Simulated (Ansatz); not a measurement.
# F− with SiH₃Cl: superposition error and deformation, part 2 of 2

Ansatz 0.2.0, Gaussian basis. The steps go on from the part before.

### Step 11. B3LYP-D4/def2-TZVPPD

Contents of free-b/in.yaml:

```yaml
crystal:
  periodic: [false, false, false]
  atoms:
    - {symbol: Si, position_ang: [0.129240, 0.071507, 0.201507]}
    - {symbol: Cl, position_ang: [1.191527, 0.659258, 1.857728]}
    - {symbol: H, position_ang: [0.214134, -1.402354, 0.086797]}
    - {symbol: H, position_ang: [0.722778, 0.717154, -0.991594]}
    - {symbol: H, position_ang: [-1.279262, 0.495783, 0.371056]}
basis:
  gaussian: {orbitals: "def2-TZVPPD.json"}
hamiltonian: {xc: {name: B3LYP}, dispersion: d4}
```

The run is started by

```bash
ansatz run in.yaml --threads 2 --pin off --events-out ev --progress --plain --max-ram 5222MiB
```

Standard output, shortened:

```text
Functional definition: B3LYP
  name "B3LYP"
  cite "Stephens, Devlin, Chabalowski & Frisch, J. Phys. Chem. 98, 11623 (1994) doi:10.1021/j100096a001"
  cite "Becke, Phys. Rev. A 38, 3098 (1988) doi:10.1103/PhysRevA.38.3098"
  cite "Lee, Yang & Parr, Phys. Rev. B 37, 785 (1988) doi:10.1103/PhysRevB.37.785"
  cite "Vosko, Wilk & Nusair, Can. J. Phys. 58, 1200 (1980) doi:10.1139/p80-159"
[...]
826 factors; their error is unknown
[...]
mean field -20452.05187051 eV, -751.5990433425 hartree, gradient 6.9e-5 eV, S^2 0.000000; 0 other end points of the search recorded, 0 dependent functions left out
reference -20452.05212117 eV, -751.5990525542 hartree; 17, 17 occupied and 133, 133 virtual orbitals, 826 factors
Total energy: -20452.17520893 eV, -751.6035759461 hartree
```

Wall time 1.9 s (2 threads of Arm Neoverse V1, shared host).

### Step 12. wB97X-V/def2-TZVPPD

Changes to free-b/in.yaml since step 11:

```diff
@@ -10,2 +10,2 @@
   gaussian: {orbitals: "def2-TZVPPD.json"}
-hamiltonian: {xc: {name: B3LYP}, dispersion: d4}
+hamiltonian: {xc: {name: wB97X-V}}
```

The run is started by

```bash
ansatz run in.yaml --threads 2 --pin off --events-out ev --progress --plain --max-ram 5222MiB
```

Standard output, shortened:

```text
[... 5 set-up lines as earlier in the session ...]
[...]
      + integral(e_c_pw_opposite_spin*poly(b97_u_opposite, cos0, cos1)) + vv10(b, c)
819 factors; their error is unknown
203 factors; integrals over basis functions are off by at most 3.8e-5 eV
[...]
mean field -20447.83033893 eV, -751.4439049184 hartree, gradient 3.1e-5 eV, S^2 0.000000; 0 other end points of the search recorded, 0 dependent functions left out
reference -20447.83033648 eV, -751.4439048284 hartree; 17, 17 occupied and 133, 133 virtual orbitals, 819 factors
Total energy: -20447.83033648 eV, -751.4439048284 hartree
```

Wall time 4.5 s (2 threads of Arm Neoverse V1, shared host).

### Step 13. wB97M-V/def2-TZVPPD

Changes to free-b/in.yaml since step 12:

```diff
@@ -10,2 +10,2 @@
   gaussian: {orbitals: "def2-TZVPPD.json"}
-hamiltonian: {xc: {name: wB97X-V}}
+hamiltonian: {xc: {name: wB97M-V}}
```

The run is started by

```bash
ansatz run in.yaml --threads 2 --pin off --events-out ev --progress --plain --max-ram 5222MiB
```

Standard output, shortened:

```text
[... 5 set-up lines as earlier in the session ...]
  # Of w^i u^j: cxij and so on, Table III.
[...]
  gx(w, u) = 1 - cx + cx01*u + cx10*w
  gss(w, u) = css00 + css04*u^4 + css10*w + css20*w^2 + css43*w^4*u^3
  gos(w, u) = cos00 + cos10*w + (cos20 + cos21*u)*w^2 + (cos60 + cos61*u)*w^6
[...]
      + integral(e_c_pw_mod_opposite_spin*gos(b97_w_opposite, b97_u_opposite)) + vv10(b, c)
814 factors; their error is unknown
203 factors; integrals over basis functions are off by at most 3.8e-5 eV
[...]
mean field -20449.44899176 eV, -751.5033893127 hartree, gradient 7.1e-6 eV, S^2 0.000000; 0 other end points of the search recorded, 0 dependent functions left out
reference -20449.44905449 eV, -751.5033916181 hartree; 17, 17 occupied and 133, 133 virtual orbitals, 814 factors
Total energy: -20449.44905449 eV, -751.5033916181 hartree
```

It took 5 s on 2 threads of Arm Neoverse V1, shared host.

### Step 14. B2PLYP/def2-TZVPPD

Changes to free-b/in.yaml since step 13:

```diff
@@ -10,2 +10,2 @@
   gaussian: {orbitals: "def2-TZVPPD.json"}
-hamiltonian: {xc: {name: wB97M-V}}
+hamiltonian: {xc: {name: B2PLYP}}
```

The run is started by

```bash
ansatz run in.yaml --threads 2 --pin off --events-out ev --progress --plain --max-ram 5222MiB
```

Standard output, shortened:

```text
[... 5 set-up lines as earlier in the session ...]
[...]
841 factors; integrals over basis functions are off by at most 8.9e-4 eV
[...]
mean field -20441.16020382 eV, -751.1987819744 hartree, gradient 2.3e-6 eV, S^2 0.000000; 0 other end points of the search recorded, 0 dependent functions left out
10 core orbitals not correlated: weight in the atoms' cores, before any rotation towards them, 1.000 or more for the frozen orbitals, at most 0.000 for the correlated occupied ones
reference -20441.16036321 eV, -751.1987878319 hartree; 7, 7 occupied and 133, 133 virtual orbitals, 841 factors
second order -10.69487931 eV of doubles, -0.00000000 eV of singles
Total energy: -20444.04798062 eV, -751.3049058145 hartree
```

Wall time 2.6 s (2 threads of Arm Neoverse V1, shared host).

### Step 15. BLYP-D4/def2-TZVPPD

Changes to free-b/in.yaml since step 14:

```diff
@@ -10,2 +10,2 @@
   gaussian: {orbitals: "def2-TZVPPD.json"}
-hamiltonian: {xc: {name: B2PLYP}}
+hamiltonian: {xc: {name: BLYP}, dispersion: d4}
```

The run is started by

```bash
ansatz run in.yaml --threads 2 --pin off --events-out ev --progress --plain --max-ram 5222MiB
```

Standard output, shortened:

```text
Functional definition: BLYP
  name "BLYP"
[... 2 set-up lines as earlier in the session ...]
  parameter beta = 0.0042
  parameter a = 0.04918
  parameter b = 0.132
  parameter c = 0.2533
  parameter d = 0.349
  exchange = b88_x(beta = beta)
  correlation = lyp_c(a = a, b = b, c = c, d = d)
806 factors; their error is unknown
mean field evaluation 1: about -20449.5481 eV, gradient 1.8e1 eV
mean field evaluation 2: about -20450.0101 eV, gradient 1.5e1 eV
mean field evaluation 4: about -20450.6018 eV, gradient 9.6e-1 eV
mean field evaluation 8: about -20450.5831 eV, gradient 2.3e-2 eV
mean field -20450.58313270 eV, -751.5450682234 hartree, gradient 6.1e-5 eV, S^2 0.000000; 0 other end points of the search recorded, 0 dependent functions left out
reference -20450.58346149 eV, -751.5450803063 hartree; 17, 17 occupied and 133, 133 virtual orbitals, 806 factors
Total energy: -20450.75139031 eV, -751.5512515767 hartree
```

Wall time 1.4 s (2 threads of Arm Neoverse V1, shared host).

### Step 16. revPBE-D4/def2-TZVPPD

Changes to free-b/in.yaml since step 15:

```diff
@@ -10,2 +10,2 @@
   gaussian: {orbitals: "def2-TZVPPD.json"}
-hamiltonian: {xc: {name: BLYP}, dispersion: d4}
+hamiltonian: {xc: {name: revPBE}, dispersion: d4}
```

The run is started by

```bash
ansatz run in.yaml --threads 2 --pin off --events-out ev --progress --plain --max-ram 5222MiB
```

Standard output, shortened:

```text
Functional definition: revPBE
  name "revPBE"
  cite "Zhang & Yang, Phys. Rev. Lett. 80, 890 (1998) doi:10.1103/PhysRevLett.80.890"
[... 1 set-up line as earlier in the session ...]
  parameter kappa = 1.245
[... 3 set-up lines as earlier in the session ...]
806 factors; their error is unknown
mean field evaluation 1: about -20446.0900 eV, gradient 1.6e1 eV
mean field evaluation 2: about -20446.4751 eV, gradient 1.4e1 eV
mean field evaluation 4: about -20446.9547 eV, gradient 1.1e0 eV
mean field evaluation 8: about -20446.9370 eV, gradient 2.5e-2 eV
mean field -20446.93702448 eV, -751.4110762178 hartree, gradient 2.9e-5 eV, S^2 0.000000; 0 other end points of the search recorded, 0 dependent functions left out
reference -20446.93708691 eV, -751.4110785122 hartree; 17, 17 occupied and 133, 133 virtual orbitals, 806 factors
Total energy: -20447.16236078 eV, -751.4193571741 hartree
```

Wall time 1.2 s (2 threads of Arm Neoverse V1, shared host).

### Step 17. B97M-V/def2-TZVPPD

Changes to free-b/in.yaml since step 16:

```diff
@@ -10,2 +10,2 @@
   gaussian: {orbitals: "def2-TZVPPD.json"}
-hamiltonian: {xc: {name: revPBE}, dispersion: d4}
+hamiltonian: {xc: {name: B97M-V}}
```

The run is started by

```bash
ansatz run in.yaml --threads 2 --pin off --events-out ev --progress --plain --max-ram 5222MiB
```

Standard output, shortened:

```text
[... 5 set-up lines as earlier in the session ...]
  # Of w^i u^j: cxij and so on, Table III.
[...]
  gx(w, u) = cx00 + cx01*u + cx02*u^2 + (cx10 + cx11*u)*w
  gss(w, u) = css00 + css02*u^2 + css10*w + (css32*w^3 + css42*w^4)*u^2
  gos(w, u) = cos00 + cos01*u + cos03*u^3 + cos10*w + cos32*w^3*u^2
[...]
      + integral(e_c_pw_mod_opposite_spin*gos(b97_w_opposite, b97_u_opposite)) + vv10(b, c)
806 factors; their error is unknown
[...]
mean field -20445.64625729 eV, -751.3636413987 hartree, gradient 2.2e-5 eV, S^2 0.000000; 0 other end points of the search recorded, 0 dependent functions left out
reference -20445.64632997 eV, -751.3636440695 hartree; 17, 17 occupied and 133, 133 virtual orbitals, 806 factors
Total energy: -20445.64632997 eV, -751.3636440695 hartree
```

It took 5 s on 2 threads of Arm Neoverse V1, shared host.

### Step 18. HSE06-D4/def2-TZVPPD

Changes to free-b/in.yaml since step 17:

```diff
@@ -10,2 +10,2 @@
   gaussian: {orbitals: "def2-TZVPPD.json"}
-hamiltonian: {xc: {name: B97M-V}}
+hamiltonian: {xc: hse06, dispersion: d4}
```

The run is started by

```bash
ansatz run in.yaml --threads 2 --pin off --events-out ev --progress --plain --max-ram 5222MiB
```

Standard output, shortened:

```text
Functional definition: HSE06
  name "HSE06"
  cite "Heyd, Scuseria & Ernzerhof, J. Chem. Phys. 118, 8207 (2003) doi:10.1063/1.1564060"
  cite "Krukau, Vydrov, Izmaylov & Scuseria, J. Chem. Phys. 125, 224106 (2006) doi:10.1063/1.2404663"
  cite "Heyd & Scuseria, J. Chem. Phys. 120, 7274 (2004) doi:10.1063/1.1668634"
  cite "Ernzerhof & Perdew, J. Chem. Phys. 109, 3313 (1998) doi:10.1063/1.476928"
[... 2 set-up lines as earlier in the session ...]
[...]
  # The whole range is PBE's own exchange, as in plane waves. The composition of these papers is wPBEh.
[...]
833 factors; their error is unknown
77 factors; integrals over basis functions are off by at most 1.4e-5 eV
[...]
mean field -20442.96732006 eV, -751.2651922712 hartree, gradient 1.4e-5 eV, S^2 0.000000; 0 other end points of the search recorded, 0 dependent functions left out
reference -20442.96737043 eV, -751.2651941225 hartree; 17, 17 occupied and 133, 133 virtual orbitals, 833 factors
Total energy: -20443.02551450 eV, -751.2673308777 hartree
```

Wall time 1.9 s (2 threads of Arm Neoverse V1, shared host).

### Step 19. CCSD(T)/def2-TZVPPD

Changes to free-b/in.yaml since step 18:

```diff
@@ -10,2 +10,2 @@
   gaussian: {orbitals: "def2-TZVPPD.json"}
-hamiltonian: {xc: hse06, dispersion: d4}
+correlation: {method: ccsd_t}
```

The run is started by

```bash
ansatz run in.yaml --threads 2 --pin off --events-out ev --progress --plain --max-ram 5222MiB
```

Standard output, shortened:

```text
[... 4 set-up lines as earlier in the session ...]
[...]
841 factors; integrals over basis functions are off by at most 8.9e-4 eV
[...]
mean field -20415.31168411 eV, -750.2488663957 hartree, gradient 1.3e-6 eV, S^2 0.000000; 0 other end points of the search recorded, 0 dependent functions left out
10 core orbitals not correlated: weight in the atoms' cores, before any rotation towards them, 1.000 or more for the frozen orbitals, at most 0.000 for the correlated occupied ones
reference -20415.31168411 eV, -750.2488663957 hartree; 7, 7 occupied and 133, 133 virtual orbitals, 841 factors
second order -8.77052271 eV of doubles, -0.00000000 eV of singles
cycle   1  -9.50812069 eV  change   -7.4e-1 eV  update   6.2e-2
[...]
cycle   8  -9.80148956 eV  change   -1.2e-5 eV  update   1.2e-5
perturbative correction -0.35614494 eV, -0.0130880852 hartree
Total energy: -20425.46931861 eV, -750.6221525784 hartree
```

It took 4.4 s on 2 threads of Arm Neoverse V1, shared host; peak memory 0.64 GiB.

### Step 20. The split

```
      method  interaction with counterpoise (kcal/mol)  without  superposition error  deformation  binding energy
      PBE-D4                                    -99.53   -99.86                 0.33        35.40          -64.13
   revPBE-D4                                    -97.68   -98.04                 0.36        35.17          -62.51
     BLYP-D4                                    -95.84   -96.20                 0.36        34.30          -61.55
   r2SCAN-D4                                   -107.37  -107.63                 0.25        38.96          -68.41
      B97M-V                                   -108.22  -108.46                 0.24        40.47          -67.75
     PBE0-D4                                   -107.16  -107.39                 0.23        39.51          -67.66
    B3LYP-D4                                   -103.09  -103.34                 0.25        37.96          -65.12
    HSE06-D4                                   -107.08  -107.30                 0.22        39.39          -67.68
     wB97X-V                                   -107.89  -108.11                 0.22        41.55          -66.34
     wB97M-V                                   -107.81  -107.98                 0.17        40.20          -67.61
      B2PLYP                                   -103.80  -104.60                 0.80        39.99          -63.80
Hartree-Fock                                   -113.43  -113.63                 0.20        45.45          -67.98
         MP2                                   -106.22  -108.37                 2.14        42.54          -63.68
        CCSD                                   -107.17  -109.14                 1.96        41.82          -65.35
     CCSD(T)                                   -105.56  -107.73                 2.18        40.81          -64.75
```

### Step 21. What came out

The summary covers parts 1 to 2.

```
            quantity             value
interaction, CCSD(T)  -105.56 kcal/mol
 superposition error     2.18 kcal/mol
         deformation    40.81 kcal/mol
      binding energy   -64.75 kcal/mol
```

What this shows: In this basis the superposition error is 2.18 kcal/mol for CCSD(T) and 0.27 kcal/mol on average for the plain functionals: correlated methods borrow far more, since they need many more functions to converge. Deformation takes back 39 % of the interaction.
